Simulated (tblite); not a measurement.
# C7H13NSi: the cost of one run

Computed with tblite 0.8.0 and PySCF 2.14.0, with density-fitted response routines of our own, on a single molecule in the gas phase. Atoms count from 0, in the outputs and in this text.

## 1. The molecule as given

22 atoms, charge 0, multiplicity 1; geometry from: force field or distance geometry start.

Bonds of the start (Å): C0–C1 1.23, C1–C2 1.45, C2–C3 1.54, C3–Si4 1.89, Si4–N5 1.76, Si4–C6 1.89, C6–C7 1.51, C7–C8 1.51, C7–C2 1.49, C0–H9 1.06, C2–H10 1.11, C3–H11 1.11, C3–H12 1.08, Si4–H13 1.46, N5–H14 1.02, N5–H15 1.03, C6–H16 1.11, C6–H17 1.09, C7–H18 1.11, C8–H19 1.12, C8–H20 1.11, C8–H21 1.10.

## 2. Relaxing the molecule with GFN2-xTB

The job: settings as JSON, then the geometry in Å.

```
{"job": {"kind": "relax", "xc": "GFN2-xTB", "basis": "xTB"}, "charge": 0, "multiplicity": 1}
C      3.186200    -1.453300     0.401100
C      2.046100    -1.022200     0.578700
C      0.700100    -0.536800     0.797100
C     -0.263400    -1.328800    -0.098400
Si    -1.792500    -0.299500     0.302500
N     -3.006300    -0.312200    -0.972600
C     -0.843400     1.334300     0.396300
C      0.601100     0.899900     0.415800
C      1.256800     1.238700    -0.906100
H      4.171300    -1.825600     0.249300
H      0.341100    -0.689400     1.841300
H     -0.404900    -2.368900     0.251500
H      0.007900    -1.231100    -1.140700
H     -2.278600    -0.655100     1.632100
H     -2.877600    -0.958000    -1.745300
H     -3.960100    -0.187600    -0.600000
H     -1.019800     1.834400    -0.582500
H     -1.152900     1.927400     1.257900
H      1.107700     1.502000     1.195700
H      0.609600     2.046400    -1.344600
H      2.241800     1.722200    -0.736100
H      1.319100     0.382700    -1.594500
```

Command:

```sh
$ OMP_NUM_THREADS=1 python probes_run.py task.json out
```

The driver reads the jobs from task.json and runs them one after another.

Q: Estimate the wall time and peak memory of this first job on 1 thread of Intel Xeon at 2.50GHz, shared host.

About 3.7 s, with a peak of 0.18 GiB.
